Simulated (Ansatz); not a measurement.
The system is HfIn4SiO6.

```
Hf In Si O
1.0
     2.71585   -4.70357    0.00833
     2.71585    4.70357    0.00833
    -1.87915    0.00000    7.40127
Hf In Si O
1 4 1 6
Direct
  0.78835 0.21165 0.00000
  0.62175 0.37825 0.50000
  0.45502 0.54498 0.00000
  0.28407 0.71593 0.50000
  0.95814 0.04186 0.50000
  0.12168 0.87832 0.00000
  0.06219 0.11415 0.86666
  0.88585 0.93781 0.13334
  0.79490 0.53784 0.86663
  0.46216 0.20510 0.13337
  0.15352 0.62879 0.13333
  0.37121 0.84648 0.86667
```

The cell was built by a generator and needn't be a form met in nature.

Base run:

| Property | Result |
| --- | --- |
| Program | Ansatz 0.2.0 |
| Functional | PBE |
| Potentials or basis | Ansatz PAW |
| Cutoff | 420 eV (not typed: the program's choice for these potentials) |
| k mesh | 6 × 6 × 4 |
| Occupations | fermi-dirac, width 0.05 eV |
| Spin | no spin polarisation |
| Hubbard terms | Hf d U = 4 eV |

Its results: band gap on the k mesh none (metal or under the smearing width); pressure 1.0 GPa; largest force 0.199 eV/Å.

Q: The run is repeated on the same cell with these changes: hubbard terms from Hf d U = 4 eV to Hf d U = 8 eV. What comes out?

A: Band gap on the k mesh none (metal or under the smearing width); pressure 2.2 GPa; largest force 0.448 eV/Å.

Caveats: U without spin polarisation on a metal has little footing.
